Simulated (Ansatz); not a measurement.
# SiC (3C silicon carbide): the cost of one run

Program: Ansatz 0.2.0. Level of theory: DFT r2SCAN, scalar-relativistic, plane waves, PAW. These are calculated values, not measurements.

### 1 The system as given

It takes space group F-43m (No. 216, cubic). The conventional cell has a = 4.360 Å, b = 4.360 Å, c = 4.360 Å, α = 90.00°, β = 90.00°, γ = 90.00°. Si (site symmetry -43m) is surrounded by 4 C at 1.89 Å. C (site symmetry -43m) is surrounded by 4 Si at 1.89 Å.

Coordinates:

```cif
data_structure
_symmetry_space_group_name_H-M 'P 1'
_symmetry_Int_Tables_number 1
_cell_length_a 3.0830
_cell_length_b 3.0830
_cell_length_c 3.0830
_cell_angle_alpha 60.000
_cell_angle_beta 60.000
_cell_angle_gamma 60.000
_cell_volume 20.72
loop_
_atom_site_label
_atom_site_type_symbol
_atom_site_fract_x
_atom_site_fract_y
_atom_site_fract_z
_atom_site_occupancy
Si1 Si 0.00000 0.00000 0.00000 1
C1 C 0.25000 0.25000 0.25000 1
```

### 2 Relaxing cell and atoms: SiC (3C silicon carbide), no spin

Input file input.yaml:

```yaml
crystal:
  lattice:
    - [0.0, 2.18, 2.18]
    - [2.18, 0.0, 2.18]
    - [2.18, 2.18, 0.0]
  atoms:
    - { symbol: Si, position: [0.0, 0.0, 0.0] }
    - { symbol: C, position: [0.25, 0.25, 0.25] }
scf:
  occupations: { method: fixed }
output:
  forces: true
  stress: true
  eigenvalues: true
  write_density: true
  write_potential: true
  elf: true
  volumetric_format: npy
hamiltonian:
  xc: r2scan
kpoints:
  mp_grid: { grid: [8, 8, 8] }
basis:
  ecutwfc: 560
relax:
  f_tol: 0.002
  max_steps: 60
  cell: { stress_tol: 0.02 }
```

The run is started by

```bash
> ansatz run input.yaml --threads 4 --pin off --max-ram 8192MiB --backend cpu --events-out ev --progress --plain --runs-dir out
```

**Question.** How long does this run take on 4 threads of Intel Xeon Platinum 8375C at 2.90GHz (Ice Lake), shared host, and how much memory does it need?

About 2.7 s, with a peak of 0.4 GiB.
